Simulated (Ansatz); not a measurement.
# GaH₆OPSi: ionisation energy by level of theory

The task here is to estimate one member of a computed series from the others.

Program: Ansatz 0.2.0, Gaussian basis. Level of theory: unrestricted cation, the program's frozen cores in correlated methods. These are calculated values, not measurements.

Plan: UKS PBE-D4/def2-TZVPP; UKS r2SCAN-D4/def2-TZVPP; UKS PBE0-D4/def2-TZVPP; UKS B3LYP-D4/def2-TZVPP; UKS wB97X-V/def2-TZVPP; UKS wB97M-V/def2-TZVPP; UKS B2PLYP/def2-TZVPP; UHF-CCSD(T)/def2-TZVPP; UHF-MP2/def2-QZVPP; extrapolation to the limit; then −ε(HOMO) from the neutral's earlier runs with LDA (SPW92), PBE-D4, revPBE-D4, BLYP-D4, r2SCAN-D4, B97M-V, PBE0-D4, B3LYP-D4, r2SCANh-D4, r2SCAN0-D4, HSE06-D4, BHLYP-D4, CAM-B3LYP-D4, LC-ωPBE, ωB97X-V, ωB97M-V.

## The relaxed structure

All runs share one geometry, relaxed beforehand with PBE0-D4 in a triple-zeta def2 set.

SMILES `OP[SiH2][GaH2]`, 10 atoms, charge 0, spin multiplicity 1.

Atoms are counted from 1 here; the program's logs count them from 0.

Bond lengths: O1–P2 1.729 Å, O1–H5 0.962 Å, P2–Si3 2.287 Å, P2–H6 1.421 Å, Si3–Ga4 2.433 Å, Si3–H7 1.489 Å, Si3–H8 1.489 Å, Ga4–H9 1.569 Å, Ga4–H10 1.574 Å. Angles: P2–O1–H5 111.6°, O1–P2–Si3 90.8°, O1–P2–H6 95.9°, Si3–P2–H6 95.0°, P2–Si3–Ga4 84.6°, P2–Si3–H7 108.6°, P2–Si3–H8 110.2°, Ga4–Si3–H7 120.1°, Ga4–Si3–H8 122.0°, H7–Si3–H8 107.8°, Si3–Ga4–H9 119.7°, Si3–Ga4–H10 118.2°, H9–Ga4–H10 121.0°.

Set-up of the first run:

File in.yaml:

```yaml
crystal:
  periodic: [false, false, false]
  atoms:
    - {symbol: O, position_ang: [-0.353329, 1.308898, -0.625393]}
    - {symbol: P, position_ang: [-1.060746, -0.087080, -1.360263]}
    - {symbol: Si, position_ang: [0.046692, -1.455173, 0.099786]}
    - {symbol: Ga, position_ang: [0.999891, 0.613408, 0.954120]}
    - {symbol: H, position_ang: [-0.105389, 1.967165, -1.281231]}
    - {symbol: H, position_ang: [-2.266501, -0.053332, -0.608515]}
    - {symbol: H, position_ang: [0.892802, -2.399368, -0.681533]}
    - {symbol: H, position_ang: [-0.926553, -2.261047, 0.887660]}
    - {symbol: H, position_ang: [0.386335, 1.280207, 2.235189]}
    - {symbol: H, position_ang: [2.386780, 1.086323, 0.380189]}
basis:
  gaussian: {orbitals: def2-TZVPP}
total_charge: 1
magnetization: {spin_polarized: true, initial_magnetization: 1}
hamiltonian: {xc: pbe, dispersion: d4}
```

The run is started by

```
> ansatz run in.yaml --threads 2 --pin off --events-out ev --progress --plain --max-ram 31744MiB --backend cpu
```

Among the steps run: Cation, UKS PBE-D4/def2-TZVPP; Cation, UKS r2SCAN-D4/def2-TZVPP; Cation, UKS PBE0-D4/def2-TZVPP; Cation, UKS B3LYP-D4/def2-TZVPP; Cation, UKS wB97X-V/def2-TZVPP; Cation, UKS wB97M-V/def2-TZVPP; Cation, UKS B2PLYP (frozen core)/def2-TZVPP; Cation, UHF-CCSD(T)/def2-TZVPP; Cation, UHF-MP2/def2-QZVPP.

One of the session's tables, all rows but one given; the rest of the session is left out.

For comparison, −ε(HOMO) of the neutral from earlier runs:

| functional | −ε(HOMO) (eV) |
| --- | --- |
| LDA (SPW92) | 5.87 |
| PBE-D4 | 5.76 |
| revPBE-D4 | 5.72 |
| BLYP-D4 | 5.61 |
| r2SCAN-D4 | 5.98 |
| B97M-V | 6.07 |
| PBE0-D4 | 6.76 |
| B3LYP-D4 | ? |
| r2SCANh-D4 | 6.35 |
| r2SCAN0-D4 | 6.90 |
| HSE06-D4 | 6.37 |
| BHLYP-D4 | 7.63 |
| CAM-B3LYP-D4 | 7.95 |
| LC-ωPBE | 9.22 |
| ωB97X-V | 8.91 |
| ωB97M-V | 8.71 |

Q: Estimate the row for B3LYP-D4 from the others.

Worked estimate for «−ε(HOMO) (eV)». Against the share of exact exchange, BLYP-D4 (0, 5.61), BHLYP-D4 (0.5, 7.63) give a slope of 4.04 per unit share; at 0.2 the line stands at 6.42.

The run gave: −ε(HOMO) (eV): 6.56. In «−ε(HOMO) (eV)» the line misses by -0.14.
